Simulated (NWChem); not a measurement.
**GaF (SMILES [F][Ga]) at 3 levels**

Wanted: a comparison of 3 runs (HF/STO-3G, HF/6-31G*, HF/def2-SVP) of GaF. 

The calculation is run with NWChem 7.3.0.

2 further runs of the same task are left out: 2 set aside as unsound or not needed.

## Step 1: The structure to begin with

The species is GaF (2 atoms), meant as a singlet with charge 0. SMILES: `[F][Ga]`. Geometry: relaxed at PBE0-D4/def2-TZVP.

Bond lengths: F1–Ga2 1.787 Å.

## Step 2: Energy and forces at HF/STO-3G (run 1)

Contents of mol.nw:

```
start mol
memory total 2200 mb
charge 0
geometry units angstrom noautosym nocenter noautoz
   F     0.000000    0.000000    0.006300
   Ga    0.000000    0.000000    1.792850
end
basis spherical bse
   * library STO-3G
end
scf
   thresh 1e-08
   maxiter 80
end
task scf gradient
```

Command:

```
$ nwchem mol.nw > mol.out
```

Output:

```text
[...]
  functions       =    23
[...]
  wavefunction    = RHF
[...]
         Total SCF energy =  -1998.866040026042
      One-electron energy =  -2975.143756879245
      Two-electron energy =    893.637738979135
 Nuclear repulsion energy =     82.639977874068
        Time for solution =      4.2s
[...]
                         RHF ENERGY GRADIENTS
    atom               coordinates                        gradient
                 x          y          z           x          y          z
   1 F       0.000000   0.000000   0.011905   -0.000000   0.000000  -0.113028
   2 Ga      0.000000   0.000000   3.387995    0.000000  -0.000000   0.113028
[...]
```

Run time: 5.4 s. Hardware: 1 thread of Intel Xeon Platinum 8259CL at 2.50GHz (Skylake/Cascade Lake), shared host; peak memory 0.099 GiB.

## Step 3: Energy and forces at HF/6-31G(d) (spherical functions) (run 2)

Contents of run.py:

```python
from ase import Atoms
from ase.calculators.nwchem import NWChem

molecule = Atoms(['F', 'Ga'], positions=[
    [0.000000, -0.000000, 0.006300],
    [-0.000000, 0.000000, 1.792850],
])

calc = NWChem(
    label='job',
    theory='scf',
    memory='2200 mb',
    basis='6-31G*',
    basispar='spherical bse',
    scf={'nopen': '0', 'rhf': None, 'thresh': '1e-08', 'maxiter': '80'},
)
molecule.calc = calc

forces = molecule.get_forces()
e = molecule.get_potential_energy()
print(f"E = {e:.6f} eV")
print("forces (eV/A):")
for s, f in zip(molecule.symbols, forces):
    print(f"{s:2s} {f[0]:10.5f} {f[1]:10.5f} {f[2]:10.5f}")
print("dipole (e A):", molecule.get_dipole_moment().round(4))
```

Command:

```
$ export ASE_NWCHEM_COMMAND="nwchem PREFIX.nwi > PREFIX.nwo"
$ python run.py
```

Output:

```text
E = -55033.895782 eV
forces (eV/A):
F     0.00000   -0.00000    0.59423
Ga   -0.00000    0.00000   -0.59423
dipole (e A): [-0.      0.      0.4289]
```

The calculator wrote job.nwi:

```
title "job"

permanent_dir job

scratch_dir job

start job

geometry units angstrom nocenter noautosym noautoz
  F  0.0000000000000000e+00 -0.0000000000000000e+00 6.3000000000000000e-03
  Ga -0.0000000000000000e+00 0.0000000000000000e+00 1.7928500000000001e+00
end

memory 2200 mb

basis spherical bse noprint
   * library 6-31G*
end

scf
  nopen 0
  rhf
  thresh 1e-08
  maxiter 80
end

task scf gradient
```

job.nwo:

```text
Northwest Computational Chemistry Package (NWChem) 7.3.0
             --------------------------------------------------------

           Job information
           ---------------

    nwchem branch   = 7.3.0
    use scalapack   = T
    input           = job.nwi
    prefix          = job.
    data base       = job/job.db
    status          = startup
    nproc           =        1

           Memory information
           ------------------

    heap     =     72089598 doubles =      550.0 Mbytes
    stack    =     72089595 doubles =      550.0 Mbytes
    global   =    144179200 doubles =     1100.0 Mbytes (distinct from heap & stack)
    total    =    288358393 doubles =     2200.0 Mbytes
    verify   = yes
    hardfail = no

[... 101 lines left out ...]
 Convergence threshold     :          1.000E-08
[... 12 lines left out ...]
       Final RHF  results
[... 3 lines left out ...]
      One-electron energy =  -2989.084367768218
[... 1 line left out ...]
 Nuclear repulsion energy =     82.639977874068
[... 38 lines left out ...]
                       ROHF Final Molecular Orbital Analysis
[... 173 lines left out ...]
                              NWChem Gradients Module
                              -----------------------

                                        job

  wavefunction    =   RHF

                         RHF ENERGY GRADIENTS

    atom               coordinates                        gradient
                 x          y          z           x          y          z
   1 F       0.000000   0.000000   0.011905   -0.000000   0.000000  -0.011556
   2 Ga      0.000000   0.000000   3.387995    0.000000  -0.000000   0.011556

                 ----------------------------------------
                 |  Time  |  1-e(secs)   |  2-e(secs)   |
                 ----------------------------------------
                 |  CPU   |       0.00   |       2.30   |
                 ----------------------------------------
                 |  WALL  |       0.00   |       2.30   |
                 ----------------------------------------

 Task  times  cpu:       14.9s     wall:       14.9s
 Total times  cpu:       14.9s     wall:       14.9s
```

Run time: 17 s. Hardware: 1 thread of Intel Xeon Platinum 8259CL at 2.50GHz (Skylake/Cascade Lake), shared host; peak memory 0.1 GiB.

## Step 4: Energy and gradient at HF/def2-SVP (run 3)

Contents of fga.nw:

```
start fga
title "FGa"
memory total 2200 mb

geometry units angstroms noautosym nocenter noautoz
 F        0.000000       0.000000       0.006300
 Ga       0.000000       0.000000       1.792850
end

basis spherical bse
 * library def2-SVP
end

scf
 thresh 1e-08
 maxiter 80
end

task scf gradient
```

Command:

```
$ nwchem fga.nw > fga.out
```

Output:

```text
[...]
  functions       =    46
[...]
  wavefunction    = RHF
[...]
         Total SCF energy =  -2022.411402964974
      One-electron energy =  -2989.677485896745
      Two-electron energy =    884.626105057703
 Nuclear repulsion energy =     82.639977874068
        Time for solution =      7.5s
[...]
                         RHF ENERGY GRADIENTS
    atom               coordinates                        gradient
                 x          y          z           x          y          z
   1 F       0.000000   0.000000   0.011905    0.000000  -0.000000  -0.008627
   2 Ga      0.000000   0.000000   3.387995   -0.000000   0.000000   0.008627
[...]
```

It took 10 s on 1 thread of Intel Xeon Platinum 8259CL at 2.50GHz (Skylake/Cascade Lake), shared host; peak memory 0.1 GiB.

## Step 5: The series

```tsv
run	level	energy (Eh)	dipole moment (D)	HOMO energy (eV)	LUMO energy (eV)	wall time
1	HF/STO-3G	-1998.866040	0.09	-6.37	5.46	5.4 s
2	HF/6-31G* (spherical functions)	-2022.458383	2.06	-9.93	1.10	17 s
3	HF/def2-SVP	-2022.411403	2.16	-9.94	1.26	10 s
```

## Step 6: Results

```
                       quantity           value
            run 3: total energy  -2022.41140 Eh
           run 3: dipole moment          2.16 D
             run 3: HOMO energy        -9.94 eV
             run 3: LUMO energy         1.26 eV
           run 3: HOMO–LUMO gap        11.20 eV
run 3: largest force on an atom      0.444 eV/Å
```

What this shows: The dipole moment (its size) runs from 0.09 D (HF/STO-3G) to 2.16 D (HF/def2-SVP). The HOMO–LUMO gap runs from 11.03 eV (HF/6-31G*) to 11.83 eV (HF/STO-3G). In run 1 the basis is minimal, so the values are rough. All runs together took 32 s, the longest 17 s.
